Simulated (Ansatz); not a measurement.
**C₂H₈AlNSi: up Jacob's ladder to CCSD(T)**

One table from this session's results is given with a row withheld; the runs are named, their logs left out.

Program: Ansatz 0.2.0, Gaussian basis. Level of theory: functionals in def2-TZVPP, the program's frozen cores in correlated methods. These are calculated values, not measurements.

The runs, in order: PBE-D4, r2SCAN-D4, PBE0-D4, B3LYP-D4, ωB97X-V, ωB97M-V, B2PLYP; CCSD(T)/def2-TZVPP; MP2/def2-QZVPP; extrapolation to the limit.

## The relaxed structure

The geometry comes from an earlier relaxation with PBE0-D4 in a triple-zeta def2 set; it is a stationary point, not always the lowest conformer.

SMILES `[CH3][Al]1[NH][SiH]1C`, 13 atoms, charge 0, spin multiplicity 1.

Atoms are counted from 1 here; the program's logs count them from 0.

Bond lengths: C1–Al2 1.946 Å, C1–H6 1.093 Å, C1–H7 1.093 Å, C1–H8 1.094 Å, Al2–N3 1.779 Å, Al2–Si4 2.307 Å, N3–Si4 1.763 Å, N3–H9 1.009 Å, Si4–C5 1.875 Å, Si4–H10 1.498 Å, C5–H11 1.095 Å, C5–H12 1.094 Å, C5–H13 1.091 Å. Angles: Al2–C1–H6 111.2°, Al2–C1–H7 111.0°, Al2–C1–H8 110.8°, H6–C1–H7 108.3°, H6–C1–H8 108.2°, H7–C1–H8 107.2°, C1–Al2–N3 136.3°, C1–Al2–Si4 174.6°, N3–Al2–Si4 49.1°, Al2–N3–Si4 81.3°, Al2–N3–H9 148.7°, Si4–N3–H9 130.0°, Al2–Si4–N3 49.7°, Al2–Si4–C5 128.9°, Al2–Si4–H10 124.7°, N3–Si4–C5 116.8°, N3–Si4–H10 114.6°, C5–Si4–H10 106.0° and more.

The first run:

File in.yaml:

```yaml
crystal:
  periodic: [false, false, false]
  atoms:
    - {symbol: C, position_ang: [-2.614931, 1.385061, 0.701533]}
    - {symbol: Al, position_ang: [-0.818890, 0.732583, 0.331770]}
    - {symbol: N, position_ang: [0.370812, -0.298559, 1.159747]}
    - {symbol: Si, position_ang: [1.296630, 0.061185, -0.296877]}
    - {symbol: C, position_ang: [1.799944, -1.398564, -1.360887]}
    - {symbol: H, position_ang: [-3.001904, 0.967775, 1.634571]}
    - {symbol: H, position_ang: [-3.303037, 1.118980, -0.105332]}
    - {symbol: H, position_ang: [-2.621313, 2.475380, 0.786448]}
    - {symbol: H, position_ang: [0.624134, -0.841495, 1.972064]}
    - {symbol: H, position_ang: [2.547465, 0.851691, -0.062538]}
    - {symbol: H, position_ang: [2.565749, -1.995013, -0.854722]}
    - {symbol: H, position_ang: [2.226036, -1.048672, -2.305571]}
    - {symbol: H, position_ang: [0.949604, -2.044953, -1.585406]}
basis:
  gaussian: {orbitals: def2-TZVPP}
hamiltonian: {xc: pbe, dispersion: d4}
output: {forces: true, orbitals: {seedname: orbitals}}
```

Command:

```bash
ansatz run in.yaml --threads 4 --pin off --events-out ev --progress --plain --max-ram 10444MiB
```

Among the steps run: PBE-D4 (GGA); r2SCAN-D4 (meta-GGA); PBE0-D4 (hybrid); B3LYP-D4 (hybrid); ωB97X-V (range-separated); ωB97M-V (range-separated); B2PLYP (double hybrid); CCSD(T) in def2-TZVPP; MP2 in def2-QZVPP.

One of the session's tables, all rows but one given; the rest of the session is left out.

| method | atomisation energy (kJ/mol) |
| --- | --- |
| PBE-D4 | 4658.0 |
| r2SCAN-D4 | 4612.2 |
| PBE0-D4 | 4599.4 |
| B3LYP-D4 | ? |
| ωB97X-V | 4618.1 |
| ωB97M-V | 4613.3 |
| B2PLYP | 4546.2 |
| HF/def2-TZVPP | 3356.9 |
| MP2/def2-TZVPP | 4519.0 |
| CCSD/def2-TZVPP | 4412.0 |
| CCSD(T)/def2-TZVPP | 4476.0 |
| MP2/CBS | 4642.2 |
| CCSD(T)/CBS | 4599.3 |

**Question.** Estimate the row for B3LYP-D4.

As computed: atomisation energy (kJ/mol): 4597.3. In the column «atomisation energy (kJ/mol)» it lies between B2PLYP (4546.2) and CCSD(T)/CBS (4599.3).

Caveats from the session: Free atoms (2 C, 1 Al, 1 N, 1 Si, 8 H) were run apart at each level; the atomisation energy is their sum less the molecule, without zero-point or spin-orbit terms.
